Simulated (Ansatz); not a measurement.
# Ni5Ge3: from the listed structure to its properties

This session takes Ni5Ge3 and sets out to find the equilibrium cell, compute bands, density of states and charges and compare with the cell as listed.

Computed with Ansatz 0.2.0 (DFT PBEsol, scalar-relativistic, plane waves, PAW, unless a step's input says otherwise).

**1. The structure to begin with**

Symmetry: C2, No. 5, monoclinic system. Conventional cell: a = 10.888 Å, b = 6.722 Å, c = 6.365 Å, α = 90.00°, β = 121.57°, γ = 90.00°. Around Ni (site symmetry 1) lie 4 Ge at 2.42 to 2.52 Å and 6 Ni at 2.53 to 2.66 Å. Ni (site symmetry 1) is surrounded by 6 Ge at 2.40 to 2.83 Å and 6 Ni at 2.54 to 2.69 Å. Ni (site symmetry 1) is surrounded by 6 Ge at 2.46 to 2.85 Å and 6 Ni at 2.54 to 2.58 Å. Ni (site symmetry 1) is surrounded by 5 Ge at 2.35 to 2.62 Å and 6 Ni at 2.54 to 2.65 Å. Ni (site symmetry 1) has 5 Ge at 2.34 to 2.55 Å and 6 Ni at 2.58 to 2.69 Å in its first shell of neighbours. Around Ge (site symmetry 2) lie 8 Ni at 2.36 to 2.62 Å. Around Ge (site symmetry 1) lie 7 Ni at 2.34 to 2.50 Å. Ge (site symmetry 2) is surrounded by 8 Ni at 2.35 to 2.55 Å. Only part of the 9 independent sites is listed.

As a file:

```cif
data_structure
_symmetry_space_group_name_H-M 'P 1'
_symmetry_Int_Tables_number 1
_cell_length_a 6.3979
_cell_length_b 6.3979
_cell_length_c 6.3650
_cell_angle_alpha 116.457
_cell_angle_beta 116.457
_cell_angle_gamma 63.376
_cell_volume 198.44
loop_
_atom_site_label
_atom_site_type_symbol
_atom_site_fract_x
_atom_site_fract_y
_atom_site_fract_z
_atom_site_occupancy
Ni1 Ni 0.74855 0.10535 0.60269 1
Ni2 Ni 0.89465 0.25145 0.39731 1
Ni3 Ni 0.41533 0.73716 0.90057 1
Ni4 Ni 0.26284 0.58467 0.09943 1
Ni5 Ni 0.07513 0.41097 0.23702 1
Ni6 Ni 0.58903 0.92487 0.76298 1
Ni7 Ni 0.82894 0.83033 0.17394 1
Ni8 Ni 0.16967 0.17106 0.82606 1
Ni9 Ni 0.33831 0.00442 0.34200 1
Ni10 Ni 0.99558 0.66169 0.65800 1
Ge1 Ge 0.97754 0.02246 0.00000 1
Ge2 Ge 0.66402 0.63201 0.29474 1
Ge3 Ge 0.36799 0.33598 0.70526 1
Ge4 Ge 0.19926 0.80074 0.50000 1
Ge5 Ge 0.49286 0.19770 0.19992 1
Ge6 Ge 0.80230 0.50714 0.80008 1
```

The structure comes from the Materials Project (structure only).

(A quick probe on a coarse mesh, which set the mesh and smearing, is not shown.)

**3. The relaxation**

Input file input.yaml:

```yaml
crystal:
  lattice:
    - [5.44409, -3.36078, 0.0]
    - [5.44409, 3.36078, 0.0]
    - [-3.332607, 0.0, 5.422839]
  atoms:
    - { symbol: Ni, position: [0.748547, 0.10535, 0.602685] }
    - { symbol: Ni, position: [0.89465, 0.251453, 0.397315] }
    - { symbol: Ni, position: [0.415329, 0.737157, 0.900573] }
    - { symbol: Ni, position: [0.262843, 0.584671, 0.099427] }
    - { symbol: Ni, position: [0.075129, 0.410971, 0.23702] }
    - { symbol: Ni, position: [0.589029, 0.924871, 0.76298] }
    - { symbol: Ni, position: [0.828937, 0.83033, 0.173941] }
    - { symbol: Ni, position: [0.16967, 0.171063, 0.826059] }
    - { symbol: Ni, position: [0.33831, 0.004416, 0.342001] }
    - { symbol: Ni, position: [0.995584, 0.66169, 0.657999] }
    - { symbol: Ge, position: [0.977537, 0.022463, 0.0] }
    - { symbol: Ge, position: [0.664018, 0.632009, 0.294742] }
    - { symbol: Ge, position: [0.367991, 0.335982, 0.705258] }
    - { symbol: Ge, position: [0.199264, 0.800736, 0.5] }
    - { symbol: Ge, position: [0.492864, 0.197702, 0.199919] }
    - { symbol: Ge, position: [0.802298, 0.507136, 0.800081] }
basis:
  ecutwfc: 420
kpoints:
  mp_grid: { grid: [8, 8, 8] }
hamiltonian:
  xc: pbesol
scf:
  occupations: { method: gaussian, width: 0.1 }
output:
  forces: true
  stress: true
  eigenvalues: true
relax:
  adjacent_minimum: "off"
  f_tol: 0.005
  max_steps: 80
  cell: { stress_tol: 0.05 }
```

Command:

```
$ ansatz run input.yaml --threads 4 --pin off --max-ram 10240MiB --backend cpu --events-out ev --progress --plain --runs-dir out
```

Further runs follow: static run: bands, density of states and charges; back to the database's cell.

Before running it: what results should come out? Wanted: relaxed cell; volume; formation energy; listed cell.

**Answer**, as computed:

| quantity | value |
| --- | --- |
| relaxed cell (conventional) | a = 10.687 Å, b = 6.656 Å, c = 6.283 Å, α = 90.00°, β = 120.89°, γ = 90.00° |
| space group (0.01 Å) | C2/c (No. 15) |
| volume | 11.98 Å³/atom |
| formation energy (elements from runs with the same settings, not shown) | -0.37 eV/atom |
| listed cell | 9.7 meV/atom above the relaxed cell, -5.8 GPa, gap none (metal) |

In words: Relaxation lowered the volume by 3.4 %. The listed cell costs 9.7 meV/atom and carries a pressure of -5.8 GPa at this level. A spin-polarised run here lost its starting moments, which speaks against magnetism, though one start doesn't rule it out.
